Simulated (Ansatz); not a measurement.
2 structures of AlNi3, a ranking of polymorphs by energy

Program: the Ansatz DFT code, driven from Python.

Notebook, run cell by cell (the value of a cell's last expression is shown):

**Cell 1**
```python
import ansatz as az
from ase import Atoms
import numpy as np
import spglib
```

**Cell 2**
```python
def solve(name, crystal):
    calc = crystal.calculation()
    calc = calc.functional("r2SCAN")
    calc = calc.basis(600)
    calc = calc.kpoints(spacing=0.3).occupations("fermi_dirac", width=0.1)
    calc = calc.spin("collinear")
    calc = calc.stress()
    calc = calc.band_table()
    return calc.run()


def volume_per_atom(outcome):
    return abs(np.linalg.det(outcome.lattice.cell_ang)) / len(outcome.lattice.sites)
```

**Cell 3**
```python
def space_group(outcome):
    sites = outcome.report["lattice"]["sites"]
    kinds = sorted({site["symbol"] for site in sites})
    cell = (outcome.lattice.cell_ang, [site["position_frac"] for site in sites], [kinds.index(site["symbol"]) for site in sites])
    return spglib.get_spacegroup(cell, symprec=0.01)
```

**Cell 4**
```python
phases = {}
pm_3m = (
    az.Lattice.cubic(3.523055)
    .space_group(221)
    .atom("Al", (0.0, 0.0, 0.0))
    .atom("Ni", (0.0, 0.5, 0.5))
    .moments(Ni=1.5)
)
phases["Pm-3m"] = pm_3m
atoms = Atoms(
    ["Al", "Ni", "Ni", "Ni"],
    scaled_positions=[
        (0.5, 0.5, 0.5),
        (0.25, 0.25, 0.25),
        (0.0, 0.0, 0.0),
        (0.75, 0.75, 0.75),
    ],
    cell=[
        (0.0, 2.801889, 2.801889),
        (2.801889, 0.0, 2.801889),
        (2.801889, 2.801889, 0.0),
    ],
    pbc=True,
)
atoms.set_initial_magnetic_moments([0.0, 1.5, 1.5, 1.5])
fm_3m = az.Crystal.from_ase(atoms)
phases["Fm-3m"] = fm_3m
```

**Cell 5**
```python
done = {}
for name, crystal in phases.items():
    try:
        done[name] = solve(name, crystal)
    except az.NonConvergedError as error:
        print(name, "did not converge:", str(error)[:120])

energy = {name: o.report["energy_sigma0_ev"] / len(o.lattice.sites) for name, o in done.items()}
lowest = min(energy.values())
rows = [(name, len(o.lattice.sites), 1000 * (energy[name] - lowest), volume_per_atom(o), space_group(o), abs(o.report["magnetization_mub"]) / len(o.lattice.sites)) for name, o in done.items()]
rows.sort(key=lambda row: row[2])
print("| phase | atoms | dE (meV/atom) | V (A^3/atom) | space group | M (muB/atom) |")
print("| --- | --- | --- | --- | --- | --- |")
for row in rows:
    print(f"| {row[0]} | {row[1]:d} | {row[2]:.1f} | {row[3]:.3f} | {row[4]} | {row[5]:.2f} |")
print("lowest in energy:", rows[0][0])
```
Output:
```text
RunWarning: the starting moments were not kept: the SCF closed with an absolute magnetisation of 5.2e-5 μB, where they sum to 4.5 μB in size (3 sites). That is at most 0.1 of that sum. Measured as [...]
| phase | atoms | dE (meV/atom) | V (A^3/atom) | space group | M (muB/atom) |
| --- | --- | --- | --- | --- | --- |
| Pm-3m | 4 | 0.0 | 10.932 | Pm-3m (221) | 0.21 |
| Fm-3m | 4 | 76.1 | 10.998 | Fm-3m (225) | 0.00 |
lowest in energy: Pm-3m
```

By space group at the end of each run: Pm-3m (+0 meV an atom, 10.9 Å³) and Fm-3m (+76 meV an atom, 11.0 Å³).

The SCF didn't keep the moments it started from (some shrank, vanished or turned); what is printed is the state reached. For the metals among these phases the mesh is modest: differences between phases can be off by up to 40 meV an atom. r2SCAN tends to overestimate the moments of itinerant magnets. The cells come from databases of deposited and of computed structures, and not all need be stable phases. Warnings are shown shortened and without file and line. The ranking holds among these structures alone, at zero temperature; the ground state may be another structure. Magnetic phases start from parallel moments and may not end in their lowest magnetic state. Differences under about 40 meV an atom lie within the error of mesh and functional. Timing: 3.2 min on 1 thread of AMD EPYC 7571, on a shared host, peak memory 0.66 GiB.

(Lines on the test bed's own set-up are left out of the output.)
